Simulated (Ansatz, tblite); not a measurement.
# GeSeO with GFN2-xTB from a Python script

These are simulated results from tblite 0.8.0, not measurements. The cell was built from a prototype and was relaxed with r2SCAN in plane waves (Ansatz 0.2.0). It may be hypothetical. It is a single sheet, repeated along a and b, with vacuum along c. All runs are without spin polarisation.

The sheet's in-plane cell has a = 3.247 Å, b = 3.247 Å (γ = 120.0°), and its outermost atoms lie 2.47 Å apart along the normal. Ge is surrounded by 3 O at 2.07 Å and 3 Se at 2.47 Å; O is surrounded by 3 Ge at 2.07 Å; Se is surrounded by 3 Ge at 2.47 Å.

tblite solves periodic systems at the zone centre alone, so the script builds a cluster of 3×3×1 conventional cells (27 atoms), which folds in a coarse mesh of k points.

Input script:

```python
import json
from ase import Atoms
from ase.build import make_supercell
from ase.units import Bohr, GPa, Hartree
from tblite.interface import Calculator

atoms = Atoms(['Ge', 'O', 'Se'],
              cell=[[3.247062, -0.0, -0.0], [-1.623531, 2.812038, 0.0], [-0.0, 0.0, 28.841236]],
              scaled_positions=[[-0.0, -0.0, 0.320533], [0.333333, 0.666667, 0.350617], [0.666667, 0.333333, 0.26501]],
              pbc=True)
cluster = make_supercell(atoms, [[3, 0, 0], [0, 3, 0], [0, 0, 1]])
calc = Calculator('GFN2-xTB', cluster.numbers, cluster.positions / Bohr, lattice=cluster.cell[:] / Bohr, periodic=cluster.pbc)
calc.set('temperature', 0.02 / Hartree)
calc.set('max-iter', 150)
res = calc.singlepoint()
levels = res.get('orbital-energies') * Hartree
nv = round(res.get('orbital-occupations').sum() / 2)
cells = len(cluster) // len(atoms)
out = {'energy_per_cell': res.get('energy') * Hartree / cells, 'homo': levels[nv - 1], 'lumo': levels[nv],
       'stress': (-res.get('virial') * Hartree / cluster.get_volume() / GPa).tolist(), 'charges': res.get('charges')[:len(atoms)].tolist(), 'electrons': 2 * nv / cells}
json.dump(out, open('results.json', 'w'))
for key, value in out.items():
    print(key, value)
```

Command: `python run.py`. It took 1 s on 1 thread of Arm Neoverse V2, on a shared host, peak memory 0.095 GiB.

Output:

```
------------------------------------------------------------
  cycle        total energy    energy error   density error
------------------------------------------------------------
      1     -80.68223441938  -8.0723016E+01   7.5866841E-01
      2     -79.98974318183   6.9249124E-01   8.5715456E-01
      3     -82.43209616905  -2.4423530E+00   6.5367367E-01
      4     -83.10801205583  -6.7591589E-01   9.7947594E-02
      5     -83.02057164218   8.7440414E-02   9.5718321E-02
      6     -83.16255092466  -1.4197928E-01   4.4527186E-02
      7     -83.19181131435  -2.9260390E-02   3.3938961E-03
      8     -83.19181127853   3.5818189E-08   2.4528706E-03
      9     -83.19183811191  -2.6833379E-05   2.9397145E-03
     10     -83.19191277954  -7.4667625E-05   5.8402546E-04
     11     -83.19191471262  -1.9330801E-06   2.7878520E-04
     12     -83.19191531139  -5.9876777E-07   1.4112956E-04
     13     -83.19191558710  -2.7571853E-07   5.1265460E-05
     14     -83.19191557778   9.3209565E-09   3.9771477E-05
     15     -83.19191558040  -2.6199842E-09   3.5594753E-05
     16     -83.19191558401  -3.6069849E-09   2.9245538E-05
     17     -83.19191558967  -5.6640062E-09   5.7613511E-06
------------------------------------------------------------

 total:                                   0.500 sec
energy_per_cell -251.52970324635737
homo -12.05732835701873
lumo -11.7703126570385
stress [[2.082557114735901, 1.2736156812130995e-06, 4.029545197863816e-06], [1.2736156812651524e-06, 2.08255299889189, -2.4120082824787724e-06], [4.029545197859426e-06, -2.412008282469177e-06, -0.14041634982424323]]
charges [0.4859743313252384, -0.44446160722713257, -0.04151584653814072]
electrons 16.0
```

The cycle table is in hartree for the whole cluster, and the lines after it are in eV (the energy for one cell). The printed stress is in GPa and positive in compression, and the pressure is its mean diagonal, here averaged over the vacuum too.

GFN2-xTB gives a gap of 0.29 eV. On the same cell, plane-wave PBE (Ansatz, 12×12×1 k points and the special points) gives no gap (an overlap of 0.55 eV at the points read) and r2SCAN no gap (an overlap of 0.32 eV at the points read); on shared hosts these took about 12 and 31 core-seconds on the 3-atom cell, against 1 for the script. xTB was fitted to molecules, so gaps, charges and pressures of solids can be far off, and the gap also depends on the size of the cluster.

xTB was fitted mostly to molecules, and a small cluster samples few k points, so gaps, pressures and kinks along a curve can be far from a solid's.

Spin-orbit coupling is left out.
